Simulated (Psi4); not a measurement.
**TiF4 (SMILES [F][Ti]([F])([F])[F]): BHLYP/def2-SVP**

Aim: the vertical ionisation energy of TiF4 at BHLYP/def2-SVP, from 2 runs. 

The calculation is run with Psi4 1.11.

8 further runs of the same task are left out: 8 that didn't finish.

**1. Starting point**

TiF4: 5 atoms, total charge 0, spin state singlet. As SMILES, `[F][Ti]([F])([F])[F]`. The shape is that of a PBE0-D4/def2-TZVP optimisation.

Bond lengths: F1–Ti2 1.740 Å, Ti2–F3 1.740 Å, Ti2–F4 1.740 Å, Ti2–F5 1.740 Å. Angles: F1–Ti2–F3 109.5°, F1–Ti2–F4 109.5°, F1–Ti2–F5 109.5°, F3–Ti2–F4 109.5°, F3–Ti2–F5 109.5°, F4–Ti2–F5 109.5°.

**2. Energy and forces at BHLYP/def2-SVP**

f4ti.json

```json
{
  "schema_name": "qcschema_input",
  "schema_version": 1,
  "molecule": {
    "schema_name": "qcschema_molecule",
    "schema_version": 2,
    "symbols": ["F", "Ti", "F", "F", "F"],
    "geometry": [0.33079656, -1.42993686, 2.94137761, -1.89e-05, 7.559e-05, 3.779e-05, -2.36240332, 2.28097502, 0.15027102, -0.80816027, -2.26908864, -2.23683102, 2.83976704, 1.41801269, -0.85485541],
    "molecular_charge": 0,
    "molecular_multiplicity": 1,
    "fix_symmetry": "c1"
  },
  "driver": "gradient",
  "model": {
    "method": "bhhlyp",
    "basis": "def2-SVP"
  },
  "keywords": {
    "puream": true,
    "e_convergence": 1e-09,
    "d_convergence": 1e-08,
    "scf_type": "pk",
    "dft_radial_points": 99,
    "dft_spherical_points": 590,
    "scf_properties": ["LOWDIN_CHARGES", "MAYER_INDICES", "MULLIKEN_CHARGES"]
  }
}
```

Launch:

```console
psi4 --qcschema f4ti.json -n 1 --memory 2200MB
```

stdout, shortened:

```text
[...]
  Running in c1 symmetry.
[...]
  Nuclear repulsion =  331.469148622665500
[...]
  Multiplicity = 1
[...]
  Nalpha       = 29
  Nbeta        = 29
[...]
    Number of basis functions: 87
[...]
   @RKS iter   1: -1248.08068673538673   -1.16772e+00   1.15568e-02 DIIS/ADIIS
[...]
   @RKS iter  12: -1248.50006575123803   -1.36424e-12   1.77433e-09 DIIS
[...]
    Orbital Energies [Eh]
    ---------------------
    Doubly Occupied:
       1A   -180.808691     2A    -25.336076     3A    -25.336042
       4A    -25.336041     5A    -25.336041     6A    -20.747492
       7A    -17.334947     8A    -17.334947     9A    -17.334947
      10A     -2.772395    11A     -1.819810    12A     -1.819807
      13A     -1.819806    14A     -1.326459    15A     -1.309551
      16A     -1.309549    17A     -1.309545    18A     -0.594408
      19A     -0.594407    20A     -0.594400    21A     -0.581795
      22A     -0.581786    23A     -0.567178    24A     -0.547227
      25A     -0.547225    26A     -0.547225    27A     -0.530298
      28A     -0.530295    29A     -0.530294
[...]
  @RKS Final Energy: -1248.50006575123803
   => Energetics <=
    Nuclear Repulsion Energy =            331.4691486226655002
    One-Electron Energy =               -2378.7944935394339154
    Two-Electron Energy =                 841.9641659471120647
    DFT Exchange-Correlation Energy =     -43.1388867815815473
    Empirical Dispersion Energy =           0.0000000000000000
    VV10 Nonlocal Energy =                  0.0000000000000000
    Total Energy =                      -1248.5000657512380258
[...]
 Multipole Moments:
 ------------------------------------------------------------------------------------
     Multipole            Electronic (a.u.)      Nuclear  (a.u.)        Total (a.u.)
 ------------------------------------------------------------------------------------
 L = 1.  Multiply by 2.5417464519 to convert [e a0] to [Debye]
 Dipole X            :         -0.0000341            0.0000083           -0.0000258
 Dipole Y            :          0.0001645           -0.0000372            0.0001273
 Dipole Z            :          0.0000895           -0.0000207            0.0000688
 Magnitude           :                                                    0.0001470
[...]
  Mulliken Charges: (a.u.)
   Center  Symbol    Alpha    Beta     Spin     Total
       1     F     4.70350  4.70350  0.00000 -0.40699
       2    TI    10.18602 10.18602  0.00000  1.62796
       3     F     4.70350  4.70350  0.00000 -0.40700
       4     F     4.70349  4.70349  0.00000 -0.40698
       5     F     4.70350  4.70350  0.00000 -0.40699
   Total alpha = 29.00000, Total beta = 29.00000, Total charge = -0.00000
  Lowdin Charges: (a.u.)
   Center  Symbol    Alpha    Beta     Spin     Total
       1     F     4.58349  4.58349  0.00000 -0.16698
[...]
  -Total Gradient:
     Atom            X                  Y                   Z
    ------   -----------------  -----------------  -----------------
       1        0.001679890292    -0.007093609244     0.014656952959
       2        0.000001332474     0.000008799932     0.000003354276
       3       -0.011727872302     0.011264856820     0.000726071990
       4       -0.003981913790    -0.011222888592    -0.011037857497
       5        0.014085155467     0.007075702816    -0.004195514568
[...]
```

The result, in JSON:

```text
{
 "driver": "gradient",
 "model": {
  "method": "bhhlyp",
  "basis": "def2-SVP"
 },
 "success": true,
 "return_result": [0.0016798902916610927, -0.007093609244197559, 0.014656952958759906, 1.332473675690901e-06, 8.799932269601225e-06, 3.3542757906709236e-06, -0.01172787230183664, 0.011264856819515681, 0.0007260719896017187, -0.0039819137897416715, -0.011222888591799735, -0.011037857496752373, 0.01408515546664113, 0.007075702816356971, -0.0041955145683422145],
 "properties": {
  "calcinfo_nbasis": 87,
  "calcinfo_nmo": 87,
  "calcinfo_nalpha": 29,
  "calcinfo_nbeta": 29,
  "calcinfo_natom": 5,
  "nuclear_repulsion_energy": 331.4691486226655,
  "return_energy": -1248.500065751238,
  "return_gradient": [0.0016798902916610927, -0.007093609244197559, 0.014656952958759906, 1.332473675690901e-06, 8.799932269601225e-06, 3.3542757906709236e-06, -0.01172787230183664, 0.011264856819515681, 0.0007260719896017187, -0.0039819137897416715, -0.011222888591799735, -0.011037857496752373, 0.01408515546664113, 0.007075702816356971, -0.0041955145683422145],
  "scf_one_electron_energy": -2378.794493539434,
  "scf_two_electron_energy": 841.9641659471121,
  "scf_xc_energy": -43.13888678158155,
  "scf_dipole_moment": [-2.57746996156355e-05, 0.00012728474419446134, 6.877923142714626e-05],
  "scf_total_energy": -1248.500065751238,
  "scf_total_gradient": [0.0016798902916610927, -0.007093609244197559, 0.014656952958759906, 1.332473675690901e-06, 8.799932269601225e-06, 3.3542757906709236e-06, -0.01172787230183664, 0.011264856819515681, 0.0007260719896017187, -0.0039819137897416715, -0.011222888591799735, -0.011037857496752373, 0.01408515546664113, 0.007075702816356971, -0.0041955145683422145],
  "scf_iterations": 12
 }
}
```

Wall time 9.9 s (1 thread of Intel Xeon 6975P-C (Granite Rapids), shared host); peak memory 0.83 GiB.

**3. The doublet cation**

calc.inp

```
memory 2200 MB

molecule {
  1 2
  F
  Ti 1 R2
  F 2 R3 1 A3
  F 2 R4 1 A4 3 D4
  F 2 R5 4 A5 1 D5

  R2 = 1.739525
  R3 = 1.739531
  A3 = 109.46771
  R4 = 1.739519
  A4 = 109.47046
  D4 = -120.00217
  R5 = 1.739518
  A5 = 109.4615
  D5 = 119.9992
  units angstrom
  symmetry c1
}

set {
  basis                def2-SVP
  reference            uks
  puream               true
  e_convergence        1e-09
  d_convergence        1e-08
  scf_type             pk
  dft_radial_points    99
  dft_spherical_points 590
  maxiter              100
}

e, wfn = gradient("bhhlyp", return_wfn=True)
oeprop(wfn, "WIBERG_LOWDIN_INDICES", "MULLIKEN_CHARGES", "MAYER_INDICES", title="BHHLYP")
```

Launch:

```console
psi4 -i calc.inp -o calc.out -n 1
```

calc.out, shortened:

```text
[...]
  Running in c1 symmetry.
[...]
  Nuclear repulsion =  331.469194435593749
[...]
  Multiplicity = 2
[...]
  Nalpha       = 29
  Nbeta        = 28
[...]
    Number of basis functions: 87
[...]
   @UKS iter   1: -1247.57634893316595   -6.63232e-01   9.59579e-03 DIIS/ADIIS
[...]
   @UKS iter  44: -1247.92994733150999   -4.09273e-12   7.51305e-09 DIIS
[...]
   @S^2 Observed:                8.185371381E-01
[...]
  @UKS Final Energy: -1247.92994733150999
   => Energetics <=
    Nuclear Repulsion Energy =            331.4691944355937494
    One-Electron Energy =               -2362.1192923329763289
    Two-Electron Energy =                 825.6057430443170233
    DFT Exchange-Correlation Energy =     -42.8855924784443445
    Empirical Dispersion Energy =           0.0000000000000000
    VV10 Nonlocal Energy =                  0.0000000000000000
    Total Energy =                      -1247.9299473315099931
[...]
 Multipole Moments:
 ------------------------------------------------------------------------------------
     Multipole            Electronic (a.u.)      Nuclear  (a.u.)        Total (a.u.)
 ------------------------------------------------------------------------------------
 L = 1.  Multiply by 2.5417464519 to convert [e a0] to [Debye]
 Dipole X            :         -0.7080420           -0.0000253           -0.7080674
 Dipole Y            :         -0.4088915            0.0000352           -0.4088563
 Dipole Z            :          0.5781197            0.0000014            0.5781211
 Magnitude           :                                                    1.0013725
[...]
  -Total Gradient:
     Atom            X                  Y                   Z
    ------   -----------------  -----------------  -----------------
       1        0.002635156205     0.001499673037    -0.049170696104
       2       -0.090423108986    -0.052193469807     0.073823060714
       3        0.006827625704     0.042244606382    -0.019132575954
       4        0.040064085176    -0.015191752552    -0.019181866021
       5        0.040995348127     0.023606705647     0.013526642073
[...]
```

Wall time 29 s (1 thread of Intel Xeon 6975P-C (Granite Rapids), shared host); peak memory 0.83 GiB.

**4. Outcome**

At BHLYP/def2-SVP:

| quantity | value |
| --- | --- |
| singlet TiF4: total energy | -1248.50007 Eh |
| singlet TiF4: dipole moment | 0.00 D |
| singlet TiF4: HOMO energy | -14.43 eV |
| singlet TiF4: LUMO energy | -2.26 eV |
| singlet TiF4: HOMO–LUMO gap | 12.17 eV |
| singlet TiF4: largest force on an atom | 0.842 eV/Å |
| doublet cation: total energy | -1247.92995 Eh |
| doublet cation: HOMO energy (highest over α and β) | -20.49 eV |
| doublet cation: LUMO energy (lowest over α and β) | -16.57 eV |
| doublet cation: ⟨S²⟩ | 0.819 |
| doublet cation: largest force on an atom | 6.575 eV/Å |
| vertical ionisation energy (to the doublet cation) | 15.514 eV |

**Reading.** Removing an electron at fixed nuclei costs 15.51 eV (358 kcal/mol). The largest force (singlet TiF4) is 0.84 eV/Å: the shape isn't a stationary point for this species at this level. −ε(HOMO) before ionisation, 14.43 eV, is 1.08 eV below this ionisation energy. Mulliken charges (singlet TiF4) run from -0.41 on F3 to +1.63 on Ti2; they depend strongly on the basis. Mulliken charges (doublet cation) run from -0.29 on F1 to +1.69 on Ti2; they depend strongly on the basis.
